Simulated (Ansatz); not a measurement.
A nudged elastic band was laid between two geometries of a periodic cell of 31 atoms, Al30Cu (host Al, host structure fcc, dopant Cu, one Al atom removed).

These are results of Ansatz 0.2.0, DFT PBEsol, scalar-relativistic, plane waves, PAW, not measurements. Settings: PAW set soft_1, cutoff 420 eV, k mesh 3x3x3, gaussian smearing 0.1 eV, no spin polarisation.

- movable images: 5
- climbing image: yes
- spring: 2.0 eV/Å²
- optimiser: fire
- start path: IDPP
- force threshold: 0.05 eV/Å
- iteration limit: 44
- end points: relaxed

Image 0:

```xyz
31
Lattice="8.1000 0.0000 0.0000 0.0000 8.1000 0.0000 0.0000 0.0000 8.1000" Properties=species:S:1:pos:R:3
Al 4.032 0.012 -0.018
Al 6.067 2.051 0.002
Al 6.066 0.027 2.048
Al 0.001 0.013 -0.018
Al 2.016 2.022 -0.015
Al 4.058 4.058 0.007
Al 6.066 6.062 0.009
Al 2.016 0.026 2.017
Al 4.145 2.071 2.055
Al 4.047 0.036 4.051
Cu 6.065 1.963 4.108
Al 6.067 0.014 6.057
Al -0.025 4.058 0.007
Al 2.017 6.092 -0.023
Al -0.113 2.070 2.055
Al 2.017 4.051 2.019
Al 4.058 6.064 2.012
Al -0.015 0.037 4.050
Al 2.016 2.029 4.041
Al 4.147 4.017 3.999
Al 6.067 6.070 4.018
Al 2.016 0.013 6.058
Al 4.047 2.019 6.034
Al 6.067 4.023 6.044
Al -0.025 6.064 2.012
Al -0.113 4.017 3.999
Al 2.016 6.086 4.048
Al -0.015 2.020 6.035
Al 2.016 4.052 6.044
Al 4.032 6.088 6.058
Al 0.001 6.089 6.058
```

Image 6:

```xyz
31
Lattice="8.1000 0.0000 0.0000 0.0000 8.1000 0.0000 0.0000 0.0000 8.1000" Properties=species:S:1:pos:R:3
Al 4.040 -0.007 0.006
Al 6.075 2.060 0.030
Al 6.075 0.012 2.047
Al 0.010 -0.007 0.006
Al 2.025 2.030 0.017
Al 4.058 4.063 0.031
Al 6.075 6.068 0.007
Al 2.025 -0.006 2.016
Al 4.149 2.063 2.066
Al 4.069 0.016 4.052
Cu 6.075 4.100 1.975
Al 6.075 0.018 6.057
Al -0.008 4.063 0.031
Al 2.025 6.070 0.005
Al -0.099 2.063 2.066
Al 2.025 4.054 2.021
Al 4.058 6.044 2.012
Al -0.019 0.016 4.052
Al 2.025 2.028 4.047
Al 4.149 4.009 4.012
Al 6.075 6.045 4.015
Al 2.025 -0.010 6.085
Al 4.069 2.023 6.059
Al 6.075 4.028 6.063
Al -0.008 6.044 2.012
Al -0.099 4.009 4.012
Al 2.025 6.058 4.045
Al -0.019 2.023 6.059
Al 2.025 4.059 6.081
Al 4.040 6.069 6.082
Al 0.010 6.069 6.082
```

Q: Which bonds break or form, and what moves?

A: Contacts lost: Al3–Cu11, Al10–Cu11, Cu11–Al12, Cu11–Al18, Cu11–Al23, Cu11–Al24, Cu11–Al28. Contacts made: Al2–Cu11, Al6–Cu11, Al7–Cu11, Cu11–Al13, Cu11–Al17, Cu11–Al21, Cu11–Al25. The atom that moves furthest is Cu11, by 3.02 Å.

Q: What energy profile does the band end with?

A: It converged. The highest image is number 3 of 0 to 6, 0.46 eV above the ends, which have the same energy within 2 meV. By the program's own check the climbing image is of a kind that is not told: the force calls were inconclusive, a negative curvature could not be distinguished from the path's own, the only one lies far off the path, or fixed occupations may fill a level only in part (lowest curvatures found: -0.84 and -0.00 eV/Å²). Limits of this set-up: coarse k mesh, PAW files made for another functional.

| image | path coordinate (Å) | energy (eV) | Al3–Cu11 (Å) | Al10–Cu11 (Å) | Cu11–Al12 (Å) |
| --- | --- | --- | --- | --- | --- |
| 0 | 0.00 | 0.00 | 2.83 | 2.79 | 2.76 |
| 1 | 0.52 | 0.12 | 2.87 | 3.08 | 3.25 |
| 2 | 1.04 | 0.35 | 3.01 | 3.43 | 3.76 |
| 3 | 1.58 | 0.46 | 3.25 | 3.84 | 4.27 |
| 4 | 2.10 | 0.36 | 3.52 | 4.21 | 4.77 |
| 5 | 2.62 | 0.13 | 3.80 | 4.59 | 5.27 |
| 6 | 3.13 | 0.00 | 4.01 | 4.95 | 5.68 |

Q: What is the geometry of the highest image?

A: 
```xyz
31
Lattice="8.1000 0.0000 0.0000 0.0000 8.1000 0.0000 0.0000 0.0000 8.1000" Properties=species:S:1:pos:R:3
Al 4.046 0.008 0.000
Al 6.071 2.085 0.047
Al 6.071 0.055 2.077
Al -0.004 0.007 -0.001
Al 2.021 2.027 -0.016
Al 4.059 4.074 -0.003
Al 6.071 6.055 0.008
Al 2.021 -0.008 2.020
Al 4.045 2.053 2.046
Al 4.059 0.004 4.066
Cu 6.071 3.132 3.126
Al 6.071 0.016 6.047
Al -0.018 4.074 -0.003
Al 2.021 6.091 -0.027
Al -0.005 2.054 2.046
Al 2.020 4.072 1.980
Al 4.040 6.066 1.986
Al -0.018 0.005 4.066
Al 2.020 1.988 4.064
Al 3.962 4.053 4.045
Al 6.071 5.975 3.958
Al 2.021 -0.019 6.083
Al 4.040 1.993 6.059
Al 6.071 3.965 5.967
Al 0.002 6.067 1.985
Al 0.078 4.052 4.044
Al 2.021 6.116 4.043
Al 0.002 1.993 6.059
Al 2.021 4.050 6.108
Al 4.058 6.072 6.064
Al -0.016 6.073 6.065
```

Run time: 21 min on 4 threads of Intel(R) Xeon(R) Platinum 8375C CPU @ 2.90GHz (Ice Lake), with other jobs on the host, peak memory 4.6 GiB.
